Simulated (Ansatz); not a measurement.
# GaGeH3 (triplet): from Hartree-Fock to the top rungs, cc-pVDZ

One table from this session's results is given with a row withheld; the runs are named, their logs left out.

Program: Ansatz 0.2.0, Gaussian basis. Level of theory: cc-pVDZ, core rule «outside noble gas», up to 28 orbitals frozen. These are calculated values, not measurements.

Plan: UHF; CCSD(T) on ROHF; CCSD(T) on UHF; BCCD(T) on ROHF; CISD; CCSDT(Q) on ROHF; CCSDT(Q) on UHF; CASSCF and MRCISD+Q, 10 electrons in 11 orbitals; CASSCF and MRCISD+Q(relaxed), 10 electrons in 11 orbitals; CASSCF and NEVPT2, 10 electrons in 11 orbitals.

3 further runs of the same task are left out: 3 set aside as unsound or not needed.

## What is computed

The geometry is a PBE0/def2-TZVP stationary point (not a proven minimum) of the parent state, kept for this charge and spin. No spin-orbit coupling is included. The filled d shell of Ge, Ga may be among the frozen orbitals whatever the setting's name suggests; the logs give the count.

5 atoms, charge 0, spin multiplicity 3.

Atoms are counted from 1 here; the program's logs count them from 0.

Bond lengths: Ge1–Ga2 2.318 Å, Ge1–H3 1.690 Å, Ge1–H4 1.690 Å, Ga2–H5 1.578 Å. Angles: Ga2–Ge1–H3 57.2°, Ga2–Ge1–H4 57.2°, H3–Ge1–H4 78.4°, Ge1–Ga2–H5 157.1°.

Geometry (Å):

```xyz
5
charge 0, multiplicity 3
Ge   -0.0029    0.0000    1.1507
Ga   -0.0317    0.0000   -1.1673
H     0.9218    1.0676    0.2232
H     0.9218   -1.0676    0.2232
H     0.5638    0.0000   -2.6290
```

The first run:

in.yaml

```yaml
crystal:
  periodic: [false, false, false]
  atoms:
    - {symbol: Ge, position_ang: [-0.002947, -0.000001, 1.150707]}
    - {symbol: Ga, position_ang: [-0.031733, 0.000001, -1.167296]}
    - {symbol: H, position_ang: [0.921804, 1.067585, 0.223154]}
    - {symbol: H, position_ang: [0.921802, -1.067587, 0.223153]}
    - {symbol: H, position_ang: [0.563840, 0.000001, -2.628975]}
basis:
  gaussian: {orbitals: cc-pVDZ}
magnetization: {spin_polarized: true, initial_magnetization: 2}
hamiltonian: {xc: hf}
output: {orbitals: {seedname: orbitals}}
```

Run with:

```sh
$ ansatz run in.yaml --threads 1 --pin off --events-out ev --progress --plain --max-ram 4096MiB --backend cpu
```

Steps of the session up to this table: UHF; CCSD(T) on ROHF; CCSD(T) on UHF; BCCD(T) on ROHF; CISD; CCSDT(Q) on ROHF; CCSDT(Q) on UHF; CASSCF and MRCISD+Q, 10 electrons in 11 orbitals; CASSCF and MRCISD+Q(relaxed), 10 electrons in 11 orbitals; CASSCF and NEVPT2, 10 electrons in 11 orbitals.

One of the session's tables, all rows but one given; the rest of the session is left out.

```
                   method  from UCCSDT(Q) (kcal/mol)
                     ROHF                    +117.68
                      UHF                    +114.60
                     RMP2                     +27.23
                     UMP2                     +27.27
                    RCCSD                      +4.80
                    UCCSD                      +4.51
                 RCCSD(T)                      +1.23
                 UCCSD(T)                          ?
                  BCCD(T)                      +1.21
                   RCCSDT                      +0.38
                   UCCSDT                      +0.16
                RCCSDT(Q)                      +0.22
                UCCSDT(Q)                          0
           CASSCF valence                     +68.48
           NEVPT2 valence                     +18.60
           MRCISD valence                      +4.69
         MRCISD+Q valence                      +0.56
MRCISD+Q(relaxed) valence                      -0.29
```

Estimate the missing values for UCCSD(T).

**Answer.** from UCCSDT(Q) (kcal/mol): +1.02. In the column «from UCCSDT(Q) (kcal/mol)» it lies between MRCISD+Q valence (+0.56) and BCCD(T) (+1.21).

To keep in mind: Restricted and unrestricted rows rest on different reference determinants; where their highest levels disagree by more than a few hundredths of an eV, they describe different states and don't form one ladder.
